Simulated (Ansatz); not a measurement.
# C3H7GeNO: the cost of one run

Method: RKS PBE-D4/def2-SVP, in Ansatz 0.2.0.

## Step 1: The starting structure

Bond lengths: C1–Ge2 1.911 Å, Ge2–C3 1.929 Å, Ge2–O4 1.814 Å, O4–C5 1.384 Å, C5–N6 1.179 Å, C1–H7 1.076 Å, C1–H8 1.097 Å, C1–H9 1.190 Å, Ge2–H10 1.571 Å, C3–H11 1.117 Å, C3–H12 1.138 Å, C3–H13 1.106 Å. Angles (14 of 20 angles, heavy atoms first): C1–Ge2–C3 107.3°, C1–Ge2–O4 113.6°, C3–Ge2–O4 108.2°, Ge2–O4–C5 119.0°, O4–C5–N6 176.3°, C1–Ge2–H10 109.0°, C3–Ge2–H10 110.3°, O4–Ge2–H10 108.4°, Ge2–C1–H7 112.0°, Ge2–C1–H8 108.9°, Ge2–C1–H9 108.6°, Ge2–C3–H11 109.0°, Ge2–C3–H12 109.2°, Ge2–C3–H13 108.7°.

As a file:

```xyz
13

C    -1.3100   -0.2655    0.8875
Ge    0.3969    0.1628    0.1418
C     1.2822   -1.5032   -0.2611
O     0.2994    1.1361   -1.3855
C    -0.3854    2.3384   -1.3733
N    -0.9069    3.3952   -1.3346
H    -1.2215   -0.8132    1.8094
H    -1.9096   -0.7807    0.1276
H    -1.8764    0.7482    1.1462
H     1.2264    0.9782    1.1982
H     2.3091   -1.2869   -0.6442
H     1.4412   -2.0855    0.7037
H     0.6752   -2.0586   -1.0009
```

## Step 2: Relaxing end A

Contents of input.yaml:

```yaml
crystal:
  periodic: [false, false, false]
  atoms:
    - { symbol: C, position_ang: [-1.31, -0.2655, 0.8875] }
    - { symbol: Ge, position_ang: [0.3969, 0.1628, 0.1418] }
    - { symbol: C, position_ang: [1.2822, -1.5032, -0.2611] }
    - { symbol: O, position_ang: [0.2994, 1.1361, -1.3855] }
    - { symbol: C, position_ang: [-0.3854, 2.3384, -1.3733] }
    - { symbol: "N", position_ang: [-0.9069, 3.3952, -1.3346] }
    - { symbol: H, position_ang: [-1.2215, -0.8132, 1.8094] }
    - { symbol: H, position_ang: [-1.9096, -0.7807, 0.1276] }
    - { symbol: H, position_ang: [-1.8764, 0.7482, 1.1462] }
    - { symbol: H, position_ang: [1.2264, 0.9782, 1.1982] }
    - { symbol: H, position_ang: [2.3091, -1.2869, -0.6442] }
    - { symbol: H, position_ang: [1.4412, -2.0855, 0.7037] }
    - { symbol: H, position_ang: [0.6752, -2.0586, -1.0009] }
basis:
  gaussian: { orbitals: def2-SVP }
hamiltonian:
  xc: pbe
  dispersion: d4
relax:
  f_tol: 0.015
  max_steps: 40
```

Started as:

```sh
> ansatz run input.yaml --threads 2 --pin off --max-ram 3072MiB --backend cpu --events-out ev --progress --plain --runs-dir out
```

**Question.** How long does this run take on 2 threads of Intel Xeon Platinum 8375C at 2.90GHz (Ice Lake), shared host, and how much memory does it need?

About 31 s, with a peak of 0.21 GiB.
